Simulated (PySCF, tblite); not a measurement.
**C4H12BClN2: geometry, infrared bands and NMR shifts**

What infrared bands and NMR shifts should C4H12BClN2 (`CC[C@H](C)NB(N)Cl`) show?

Programs: tblite 0.8.0 and PySCF 2.14.0, with density-fitted response routines of our own. Each step states its level of theory. These are calculated values for one molecule in the gas phase, unless marked as measured. Atoms are numbered from 0 throughout.

### Step 1. Starting geometry

20 atoms, charge 0, multiplicity 1; geometry from: force field or distance geometry start.

Bonds of the start (Å): C0–C1 1.52, C1–C2 1.55, C2–C3 1.53, C2–N4 1.47, N4–B5 1.54, B5–N6 1.52, B5–Cl7 1.84, C0–H8 1.11, C0–H9 1.12, C0–H10 1.11, C1–H11 1.11, C1–H12 1.13, C2–H13 1.12, C3–H14 1.12, C3–H15 1.11, C3–H16 1.11, N4–H17 1.04, N6–H18 1.04, N6–H19 1.04.

### Step 2. Geometry optimisation with GFN2-xTB

Job settings and geometry (Å):

```
{"job": {"kind": "relax", "xc": "GFN2-xTB", "basis": "xTB"}, "charge": 0, "multiplicity": 1}
C     -2.048700     1.623500     0.158400
C     -1.755700     0.159500     0.427600
C     -0.412300    -0.290800    -0.198400
C     -0.238300    -1.799200    -0.036900
N      0.690400     0.463900     0.415400
B      1.957100     0.417800    -0.452300
N      3.217500    -0.253500     0.080900
Cl     2.009300     1.267400    -2.087900
H     -1.274800     2.275900     0.610500
H     -3.043400     1.889900     0.609400
H     -2.106400     1.809600    -0.936700
H     -2.587800    -0.459400     0.027700
H     -1.720800    -0.006300     1.547000
H     -0.485700    -0.072200    -1.296400
H     -0.201600    -2.068900     1.050500
H     -1.084200    -2.349900    -0.490900
H      0.702300    -2.139200    -0.513300
H      0.908900     0.060300     1.350100
H      3.972900     0.466500     0.097900
H      3.496300    -0.984300    -0.604600
```

Command:

```bash
$ OMP_NUM_THREADS=1 python probes_run.py task.json out
```

The driver reads the jobs from task.json and runs them one after another.

**Question.** This job is followed by: GFN2-xTB harmonic vibrations, gas phase; GIAO PBE0/pcSseg-1 NMR shielding, non-relativistic, gas phase. What will the session give for the following? strongest single infrared mode (GFN2-xTB); zero-point energy (GFN2-xTB); ¹³C shifts against TMS (PBE0/pcSseg-1); ¹H shifts against TMS (PBE0/pcSseg-1, means over atoms taken as alike); ¹⁵N shifts against NH3 (PBE0/pcSseg-1); ¹¹B shifts against BF3·OEt2 (PBE0/pcSseg-1); ³⁵Cl shifts against HCl (PBE0/pcSseg-1).

**Answer**, as computed:

| quantity | value |
| --- | --- |
| strongest single infrared mode (GFN2-xTB) | 1466 cm⁻¹, 322 km/mol |
| zero-point energy (GFN2-xTB) | 105.8 kcal/mol |
| ¹³C shifts against TMS (PBE0/pcSseg-1) | 53.1, 37.0, 27.9, 13.6 ppm |
| ¹H shifts against TMS (PBE0/pcSseg-1, means over atoms taken as alike) | 3.40, 2.24, 1.52, 1.50, 1.12, 1.09, 0.81 ppm |
| ¹⁵N shifts against NH3 (PBE0/pcSseg-1) | 103.3, 63.6 ppm |
| ¹¹B shifts against BF3·OEt2 (PBE0/pcSseg-1) | 23.5 ppm |
| ³⁵Cl shifts against HCl (PBE0/pcSseg-1) | 25 ppm |

**Reading.** Over 126 steps the energy fell by 1.626 eV; of the close pairs, N4–B5 changed most, 1.536 to 1.397 Å. All 54 modes are real, so the xTB geometry is a minimum. The strongest single mode, at 1466 cm⁻¹, is carried by B5, N4, H17. Unscaled tight-binding wavenumbers are off by several per cent, some by more. Its intensities can rank the bands wrongly. At PBE0/pcSseg-1: The largest span, 183 ppm, is at Cl7, where the paramagnetic term is -225 ppm.
